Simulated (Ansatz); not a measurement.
# CsPb2Br5: the cost of one run

Program: Ansatz 0.2.0. Level of theory: DFT PBE, scalar-relativistic, plane waves, PAW. These are calculated values, not measurements.

1 further run of the same task is left out (set aside as unsound or not needed).

### Step 1. Starting point

Symmetry: I4/mcm, No. 140, tetragonal system. Conventional cell: a = 8.608 Å, b = 8.608 Å, c = 16.069 Å, α = 90.00°, β = 90.00°, γ = 90.00°. Cs (site symmetry 422) has 10 Br at 3.84 to 4.02 Å as nearest neighbours. Pb (site symmetry m2m) is surrounded by 4 Br at 2.93 to 3.20 Å. Br (site symmetry 4/m) has 4 Pb at 3.20 Å and 2 Cs at 4.02 Å as nearest neighbours. Br (site symmetry m) has 3 Pb at 2.93 to 3.42 Å and 2 Cs at 3.84 Å as nearest neighbours.

Structure file:

```cif
data_structure
_symmetry_space_group_name_H-M 'P 1'
_symmetry_Int_Tables_number 1
_cell_length_a 10.0795
_cell_length_b 10.0795
_cell_length_c 10.0795
_cell_angle_alpha 129.448
_cell_angle_beta 129.448
_cell_angle_gamma 74.291
_cell_volume 595.26
loop_
_atom_site_label
_atom_site_type_symbol
_atom_site_fract_x
_atom_site_fract_y
_atom_site_fract_z
_atom_site_occupancy
Cs1 Cs 0.75000 0.75000 0.00000 1
Cs2 Cs 0.25000 0.25000 0.00000 1
Pb1 Pb 0.66946 0.83054 0.50000 1
Pb2 Pb 0.33054 0.16946 0.50000 1
Pb3 Pb 0.83054 0.33054 0.16109 1
Pb4 Pb 0.16946 0.66946 0.83891 1
Br1 Br 0.50000 0.50000 0.00000 1
Br2 Br 0.00000 0.00000 0.00000 1
Br3 Br 0.72314 0.52980 0.50000 1
Br4 Br 0.27686 0.47020 0.50000 1
Br5 Br 0.02980 0.22314 0.50000 1
Br6 Br 0.97020 0.77686 0.50000 1
Br7 Br 0.52980 0.02980 0.80666 1
Br8 Br 0.47020 0.97020 0.19334 1
Br9 Br 0.22314 0.72314 0.19334 1
Br10 Br 0.77686 0.27686 0.80666 1
```

It goes back to an entry of the Materials Project.

This cell was relaxed beforehand with the same method: volume 37.20 Å³/atom, gap on the mesh 3.08 eV.

### Step 2. A stricter relaxation

The response runs start from a cell at rest, found with their own mesh and filling of the bands.

Input file input.yaml:

```yaml
crystal:
  lattice:
    - [-4.3037501231, 4.3037501231, 8.034350506]
    - [4.3037501231, -4.3037501231, 8.034350506]
    - [4.3037501231, 4.3037501231, -8.034350506]
  atoms:
    - { symbol: Cs, position: [0.75, 0.75, 0.0] }
    - { symbol: Cs, position: [0.25, 0.25, 0.0] }
    - { symbol: Pb, position: [0.6694554793, 0.8305445207, 0.5] }
    - { symbol: Pb, position: [0.3305445207, 0.1694554793, 0.5] }
    - { symbol: Pb, position: [0.8305445207, 0.3305445207, 0.1610890415] }
    - { symbol: Pb, position: [0.1694554793, 0.6694554793, 0.8389109585] }
    - { symbol: Br, position: [0.5, 0.5, 0.0] }
    - { symbol: Br, position: [0.0, 0.0, 0.0] }
    - { symbol: Br, position: [0.7231377497, 0.5297986859, 0.5] }
    - { symbol: Br, position: [0.2768622503, 0.4702013141, 0.5] }
    - { symbol: Br, position: [0.0297986859, 0.2231377497, 0.5] }
    - { symbol: Br, position: [0.9702013141, 0.7768622503, 0.5] }
    - { symbol: Br, position: [0.5297986859, 0.0297986859, 0.8066609362] }
    - { symbol: Br, position: [0.4702013141, 0.9702013141, 0.1933390638] }
    - { symbol: Br, position: [0.2231377497, 0.7231377497, 0.1933390638] }
    - { symbol: Br, position: [0.7768622503, 0.2768622503, 0.8066609362] }
basis:
  ecutwfc: 420
kpoints:
  mp_grid: { grid: [4, 4, 4] }
hamiltonian:
  xc: pbe
scf:
  occupations: { method: fixed }
output:
  forces: true
  stress: true
  eigenvalues: true
relax:
  adjacent_minimum: "off"
  f_tol: 0.001
  max_steps: 60
  cell: { stress_tol: 0.01 }
```

Launch:

```
> ansatz run input.yaml --threads 8 --pin off --max-ram 22528MiB --backend cpu --events-out ev --progress --plain --runs-dir out
```

Q: Estimate wall time and peak memory on 8 threads of Intel Xeon 6975P-C (Granite Rapids), shared host.

About 20 s, with a peak of 2.9 GiB.
